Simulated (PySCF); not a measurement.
# RuCl2: relaxation and vibrations of the triplet

Aim: relax RuCl2 as a triplet from a linear start, check by its vibrations whether the end is a minimum, and collect its spectrum and constants.

Program: PySCF 2.14.0. Level of theory: PBE0, basis Ru def2-TZVP with ECP28, Cl def2-TZVP, scalar-relativistic core potentials, no spin–orbit coupling, density fitting. These are calculated values, not measurements.

### 1 Starting geometry

3 atoms, charge 0, spin multiplicity 3.

Bond lengths: Ru1–Cl2 2.240 Å, Ru1–Cl3 2.240 Å. Angles: Cl2–Ru1–Cl3 180.0°.

```xyz
3
charge 0 multiplicity 3
Ru    0.0000    0.0000    0.0000
Cl    0.0000    0.0000    2.2400
Cl    0.0000    0.0000   -2.2400
```

### 2 The SCF at the typed geometry

One driver script runs all steps and calls PySCF; scf.py shows how it sets up the SCF of each step. The optimiser is the driver's own. After this first run the driver tries any further starts and a stability analysis.

scf.py

```python
from pyscf import gto, scf, dft
mol = gto.M(atom='''
Ru     0.000000     0.000000     0.000000
Cl     0.000000     0.000000     2.240000
Cl     0.000000     0.000000    -2.240000''',
    basis={'Ru': 'def2-TZVP', 'Cl': 'def2-TZVP'},
    ecp={'Ru': 'def2-TZVP'},
    charge=0, spin=2)
mf = dft.UKS(mol, xc='PBE0')
mf.grids.atom_grid = (50, 194)
aux = {'Ru': 'def2-universal-JKFIT', 'Cl': 'def2-universal-JKFIT'}
mf = mf.density_fit(auxbasis=aux)
mf.conv_tol = 1e-08
mf.diis_space = 10
mf.max_cycle = 60
mf.init_guess = 'minao'
mf.verbose = 4
mf.kernel()
```

Command:

```sh
$ OMP_NUM_THREADS=4 python axn.py task.json out
```

After this run come: Linear start, triplet: relaxation; Is it a minimum? Harmonic modes.

**Question.** What will these runs give? Wanted: minimum; geometry; wavenumbers; dipole moment; highest occupied, lowest empty level; polar-tensor charge of Ru1; zero-point energy; atomisation energy; ⟨S²⟩.

As calculated:

| quantity | value |
| --- | --- |
| minimum | broken-symmetry (Ms = 1), D∞h |
| geometry | Ru–Cl 2.217 Å (×2); Cl–Ru–Cl 180.0° |
| wavenumbers (cm⁻¹) | 60, 69, 365, 430 |
| dipole moment | 0.00 D |
| highest occupied, lowest empty level (either spin) | -7.56, -4.70 eV |
| polar-tensor charge of Ru1 | +1.17 e |
| zero-point energy | 5.5 kJ/mol |
| entropy at 298.15 K | 298.6 J/(mol K) |
| atomisation energy (no zero-point energy) | 661 kJ/mol |
| ⟨S²⟩ | 3.008 |

The linear start keeps its D∞h symmetry and ends in a minimum. The determinant is spin-contaminated (⟨S²⟩ = 3.01 against 2.00), so it is no pure spin state. The strongest infrared band lies at 430 cm⁻¹ (stretch). The dipole vanishes although Ru1 carries +1.2 e by the polar tensor: the bond dipoles cancel. The first SCF alone would have been 62 kJ/mol too high. Other starts or spin states, not run here, may lie lower. The SCF density has lower symmetry than the nuclear frame. One determinant may miss the lowest occupation of an open d or f shell.
